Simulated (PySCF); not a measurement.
# C2H9AlS: the cost of one run

The runs use PySCF 2.14.0, with density-fitted response routines of our own; the level of theory stands in each step. All values are computed, except where a source is named. Atoms are numbered from 0 throughout.

## (1) Starting geometry

13 atoms, charge 0, multiplicity 1; geometry from: GFN2-xTB. The atoms were then displaced at random by about 0.01 Å, so the start is not that level's minimum.

Bonds of the start (Å): C0–S1 1.79, S1–C2 1.82, S1–Al3 2.49, C0–H4 1.09, C0–H5 1.12, C0–H6 1.10, C2–H7 1.08, C2–H8 1.07, C2–H9 1.08, Al3–H10 1.54, Al3–H11 1.58, Al3–H12 1.55.

## (2) Geometry optimisation at PBE0-D3(BJ)/def2-SVP

What the job is given:

```
{"job": {"xc": "PBE0", "basis": "def2-SVP", "d3": "d3bj", "grid": 1, "shake": 0.01, "kind": "geom"}, "charge": 0, "multiplicity": 1}
C     -0.317000     1.526700    -0.370300
S     -0.245340     0.379800     1.004520
C     -1.328660    -0.950070     0.390530
Al     1.818170    -0.632110     0.048170
H      0.234330     1.170190    -1.234210
H     -1.382690     1.703310    -0.646760
H      0.098700     2.485380    -0.024310
H     -1.345250    -1.684630     1.184400
H     -2.299380    -0.540670     0.221560
H     -0.881710    -1.393380    -0.488730
H      2.645860     0.656810     0.211760
H      1.195940    -0.932800    -1.375380
H      1.812870    -1.805420     1.068430
```

On the command line:

```bash
OMP_NUM_THREADS=1 python probes_run.py task.json out
```

The driver reads the jobs from task.json and runs them one after another.

Q: Estimate the wall time and peak memory of this first job on 1 thread of Arm Neoverse V2, shared host.

About 32 s, with a peak of 0.46 GiB.
